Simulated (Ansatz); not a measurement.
Hf2Pd2Se2Br2O3:

```
CELL_PARAMETERS angstrom
3.72613 0.00000 0.00000
-1.86306 3.22692 0.00000
0.00000 0.00000 17.00867
ATOMIC_POSITIONS crystal
Hf 0.66667 0.33333 0.93385
Hf 0.33333 0.66667 0.06615
Pd 0.00000 0.00000 0.30298
Pd 0.00000 0.00000 0.69702
Se 0.33333 0.66667 0.22649
Se 0.66667 0.33333 0.77351
Br 0.66667 0.33333 0.39862
Br 0.33333 0.66667 0.60138
O 0.33333 0.66667 0.92689
O 0.66667 0.33333 0.07311
O 0.00000 0.00000 0.00000
```

The cell was built by a generator and needn't be a form met in nature.

Base run:

| Item | Value |
| --- | --- |
| Program | Ansatz 0.2.0 |
| Functional | revPBE |
| Potentials or basis | Ansatz PAW |
| Cutoff | 420 eV (not typed: the program's choice for these potentials) |
| k mesh | 8 × 8 × 2 |
| Occupations | fermi-dirac, width 0.05 eV |
| Spin | no spin polarisation |

Its results: band gap on the k mesh none (metal or under the smearing width); pressure 2.2 GPa; largest force 0.108 eV/Å.

The run is repeated on the same cell with these changes: functional from revPBE to r2SCAN; cutoff from 420 eV (not typed: the program's choice for these potentials) to 500 eV (not typed: the program's choice for these potentials). What comes out?

Band gap on the k mesh none (metal or under the smearing width); pressure -2.6 GPa; largest force 0.210 eV/Å.

Caveats: spin-orbit coupling is left out, which moves the levels of the heavy elements; the PAW data sets come from PBE, with cores solved anew for the run's functional, which leaves a small shift of forces and pressure; this functional lacks dispersion, which binds the layers, so the pressure and a relaxed spacing across them are unreliable (some runs).
